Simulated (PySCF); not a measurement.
**C₅H₁₃BSi: electronic excitations**

Aim: predict the electronic excitations of C₅H₁₃BSi (`C/C=C(/C)B(C)[SiH3]`).

Programs: PySCF 2.14.0, with density-fitted response routines of our own. Each step states its level of theory. These are calculated values for one molecule in the gas phase, unless marked as measured. Atoms count from 0, in the outputs and in this text.

## 1. The molecule as given

20 atoms, charge 0, multiplicity 1; geometry from: GFN2-xTB.

Bonds of the start (Å): C0–C1 1.49, C1–C2 1.34, C2–C3 1.51, C2–B4 1.56, B4–C5 1.58, B4–Si6 1.97, C0–H7 1.09, C0–H8 1.09, C0–H9 1.09, C1–H10 1.09, C3–H11 1.09, C3–H12 1.09, C3–H13 1.09, C5–H14 1.09, C5–H15 1.09, C5–H16 1.09, Si6–H17 1.48, Si6–H18 1.47, Si6–H19 1.47.

## 2. Ultraviolet spectrum: wB97X-D/def2-SVPD

Job settings and geometry (Å):

```
{"job": {"kind": "uv", "xc": "wB97X-D", "basis": "def2-SVPD", "nstates": 8, "ntriplets": 3}, "charge": 0, "multiplicity": 1}
C     -1.181644     1.989358     0.768852
C     -1.515011     0.535544     0.724107
C     -0.750683    -0.421761     0.191363
C     -1.274695    -1.839869     0.155915
B      0.664764    -0.215897    -0.423348
C      0.936695    -0.784221    -1.872402
Si     2.166753     0.547562     0.597748
H     -0.136780     2.165192     0.524235
H     -1.392534     2.392953     1.758808
H     -1.796975     2.538439     0.053917
H     -2.494957     0.288250     1.120870
H     -0.573460    -2.516660     0.643515
H     -1.392039    -2.172398    -0.874492
H     -2.237093    -1.917006     0.657800
H      1.713893    -0.245938    -2.413007
H      1.300312    -1.809017    -1.767054
H      0.054619    -0.832430    -2.509952
H      2.684361     1.800015     0.015132
H      1.888987     0.864566     2.007168
H      3.330338    -0.356005     0.637788
```

With the program's defaults for keys left out, this is: TDDFT wB97X-D/def2-SVPD, vertical, gas phase, core orbitals frozen in the response.

Run with:

```console
> OMP_NUM_THREADS=1 python probes_run.py task.json out
```

This one command runs all jobs of the session in turn.

Standard output:

```text
coarse grid: 16200 points
cycle   1  E = -512.2431730043  dE =  6.193e-01  |g| = 3.206e-01  |ddm| = 7.020e+00
cycle   2  E = -512.2655510994  dE = -2.238e-02  |g| = 2.049e-01  |ddm| = 1.330e+00
cycle   3  E = -512.2764053829  dE = -1.085e-02  |g| = 3.693e-02  |ddm| = 5.277e-01
cycle   4  E = -512.2768020653  dE = -3.967e-04  |g| = 2.094e-02  |ddm| = 1.704e-01
cycle   5  E = -512.2769158025  dE = -1.137e-04  |g| = 2.950e-03  |ddm| = 5.993e-02
cycle   6  E = -512.2769202490  dE = -4.447e-06  |g| = 9.760e-04  |ddm| = 1.906e-02
final grid: 149016 points
cycle   7  E = -512.3499253354  dE = -1.314e-04  |g| = 3.641e-03  |ddm| = 3.108e-01
cycle   8  E = -512.3499291192  dE = -3.784e-06  |g| = 1.990e-03  |ddm| = 3.506e-02
cycle   9  E = -512.3499301273  dE = -1.008e-06  |g| = 4.676e-04  |ddm| = 7.377e-03
cycle  10  E = -512.3499302327  dE = -1.054e-07  |g| = 1.301e-04  |ddm| = 2.685e-03
cycle  11  E = -512.3499302413  dE = -8.590e-09  |g| = 6.807e-05  |ddm| = 5.641e-04
cycle  12  E = -512.3499302447  dE = -3.335e-09  |g| = 2.894e-05  |ddm| = 2.473e-04
cycle  13  E = -512.3499302455  dE = -8.924e-10  |g| = 7.149e-06  |ddm| = 1.673e-04
converged SCF energy = -512.3499302455

Static polarisability (au): isotropic 104.929, principal 86.678 108.606 119.503

Singlet excitations
state   eV       nm        f      main configurations
  1   4.0823    303.7   0.03585   H->L 0.92
  2   4.9883    248.6   0.03512   H-1->L 0.92
  3   5.7875    214.2   0.00339   H-2->L 0.84, H-4->L 0.09
  4   6.7023    185.0   0.02452   H->L+1 0.84
  5   6.9311    178.9   0.04806   H-4->L 0.48, H->L+2 0.30
  6   7.0106    176.9   0.19475   H->L+2 0.43, H-4->L 0.35
  7   7.1873    172.5   0.11031   H-3->L 0.88
  8   7.3542    168.6   0.00587   H-5->L 0.83

Triplet excitations (Tamm-Dancoff, eV): 3.2772 4.2360 5.0899
```

Wall time 73 s (1 thread of Arm Neoverse V1, shared host); peak memory 1.1 GiB.

The orbitals next to the gap, with their largest atomic shares:

```csv
orbital,eV,atoms
HOMO−3,-11.33,"Si6 40 %, H17 26 %, H19 21 %"
HOMO−2,-10.76,"Si6 22 %, H18 20 %, B4 16 %"
HOMO−1,-9.95,"B4 23 %, C2 18 %, Si6 18 %"
HOMO,-8.61,"C1 29 %, C2 27 %, B4 8 %"
LUMO,0.04,"B4 37 %, Si6 14 %, C2 10 %"
LUMO+1,1.86,"B4 30 %, Si6 16 %, C5 7 %"
LUMO+2,2.36,"Si6 20 %, C2 17 %, C1 15 %"
```

With each of the 8 states as a Gaussian band of 0.4 eV half-width at 1/e, the curve within the window shown has maxima at 303 nm (ε 1,500), 249 nm (ε 1,400), 176 nm (ε 14,000) L/(mol cm). Beyond the last state computed it falls off for lack of states. The curve at chosen wavelengths:

(nm, ε (L/mol/cm)): (162, 1949), (170, 10132), (178, 13745), (185, 7799), (193, 2057), (201, 376), (209, 160), (216, 180), (224, 311), (232, 684), (240, 1180), (247, 1423), (255, 1321), (263, 1010), (271, 808), (278, 843), (286, 1072), (294, 1330), (302, 1458), (309, 1412), (317, 1210), (325, 929), (333, 649), (340, 444), (348, 269), (356, 154)

Ground-state properties from the same run:

```csv
property,computed
dipole moment (D),1.43
polarisability (Å³),15.55
HOMO–LUMO gap (eV),8.65
−ε(HOMO) (eV),8.61
```

## 3. Outcome

```
                                quantity                        value
      lowest singlet (wB97X-D/def2-SVPD)  4.08 eV (304 nm), f = 0.036
brightest single state of those computed  state 6, 7.01 eV, f = 0.195
                          lowest triplet                      3.28 eV
```

**Reading.** The lowest singlet, at 4.08 eV, is HOMO→LUMO 0.92 and is weak; of the 8 states computed, the strongest absorption comes from state 6 at 7.01 eV. The lowest triplet lies 0.81 eV below the lowest singlet (triplets in Tamm-Dancoff, singlets in full TDDFT).
